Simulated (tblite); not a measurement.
# C6H14N2Si2: the cost of one run

The runs use tblite 0.8.0 and PySCF 2.14.0, with density-fitted response routines of our own; the level of theory stands in each step. All values are computed, except where a source is named. Atoms are numbered from 0 throughout.

## (1) Starting geometry

24 atoms, charge 0, multiplicity 1; geometry from: force field or distance geometry start.

Bonds of the start (Å): C0–Si1 1.85, Si1–N2 1.68, N2–Si3 1.69, Si3–C4 1.91, C4–C5 1.55, C5–C6 1.54, C6–C7 1.56, C7–C8 1.44, C8–N9 1.16, C7–C4 1.56, C0–H10 1.10, C0–H11 1.08, C0–H12 1.10, Si1–H13 1.49, Si1–H14 1.47, N2–H15 1.02, Si3–H16 1.49, Si3–H17 1.49, C4–H18 1.10, C5–H19 1.10, C5–H20 1.09, C6–H21 1.09, C6–H22 1.10, C7–H23 1.11.

## (2) Relaxing the molecule with GFN2-xTB

The job: settings as JSON, then the geometry in Å.

```
{"job": {"kind": "relax", "xc": "GFN2-xTB", "basis": "xTB"}, "charge": 0, "multiplicity": 1}
C      4.115900     0.618100    -1.036200
Si     2.919000    -0.365700    -0.032100
N      1.378400     0.303800    -0.089200
Si     0.249100    -0.633500     0.743700
C     -1.496500     0.112400     0.563700
C     -2.690100    -0.831700     0.841800
C     -3.415400    -0.132900    -0.329200
C     -2.008100     0.195600    -0.906300
C     -1.888900     1.480700    -1.550100
N     -1.810000     2.524500    -2.050400
H      3.806700     0.639600    -2.090000
H      5.112500     0.196900    -0.982500
H      4.156900     1.657500    -0.674100
H      3.360300    -0.354900     1.390500
H      2.874800    -1.753500    -0.523300
H      1.394700     1.245200     0.312000
H      0.624500    -0.655300     2.186500
H      0.244000    -2.017200     0.193900
H     -1.568800     1.066100     1.110600
H     -3.153200    -0.713200     1.829800
H     -2.508000    -1.891500     0.668900
H     -4.046900    -0.785200    -0.936000
H     -3.999300     0.743700    -0.003000
H     -1.663200    -0.629800    -1.559000
```

The run is started by

```sh
$ OMP_NUM_THREADS=1 python probes_run.py task.json out
```

This one command runs all jobs of the session in turn.

**Question.** How long does this first job take on 1 thread of Arm Neoverse N1, shared host, and how much memory does it need?

About 1.9 s, with a peak of 0.19 GiB.
